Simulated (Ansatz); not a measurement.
A run of Ansatz 0.2.0:

Contents of input.yaml:

```yaml
crystal:
  lattice:
    - [2.7057993342, 0.0, 0.0]
    - [-1.3528996671, 2.343290961, 0.0]
    - [0.0, 0.0, 27.8457]
  atoms:
    - { symbol: Ru, position: [0.6666666667, 0.3333333334, 0.2693414064] }
    - { symbol: Ru, position: [0.3333333333, 0.6666666666, 0.3462276043] }
    - { symbol: Ru, position: [0.6666666667, 0.3333333334, 0.4231138021] }
    - { symbol: Ru, position: [0.3333333333, 0.6666666666, 0.5] }
    - { symbol: Ru, position: [0.6666666667, 0.3333333334, 0.5768861979] }
    - { symbol: Ru, position: [0.3333333333, 0.6666666666, 0.6537723957] }
    - { symbol: Ru, position: [0.6666666667, 0.3333333334, 0.7306585936] }
hamiltonian:
  xc: pbe
  pseudopotentials: { kind: paw }
kpoints:
  mp_grid: { grid: [11, 11, 1] }
scf:
  occupations: { method: fermi_dirac, width: 0.05 }
output:
  forces: true
  eigenvalues: true
efield:
  axis: 3
  dipole_correction: true
  ramp_width: 0.04
```

Potentials or basis: Ansatz PAW.

Run with:

```sh
$ ansatz run input.yaml --threads 4 --pin off --max-ram 11264MiB --backend cpu --events-out ev --progress --plain --runs-dir out
```

Hardware: 4 threads of Arm Neoverse V1, on a shared host.

**Question.** How long does it take, and how much memory?

**Answer.** Run time: 5.1 s on 4 threads of Arm Neoverse V1, with other jobs on the host, peak memory 0.57 GiB. Counts: scf iterations 8, plane waves 3495, k points 16, bands 68.
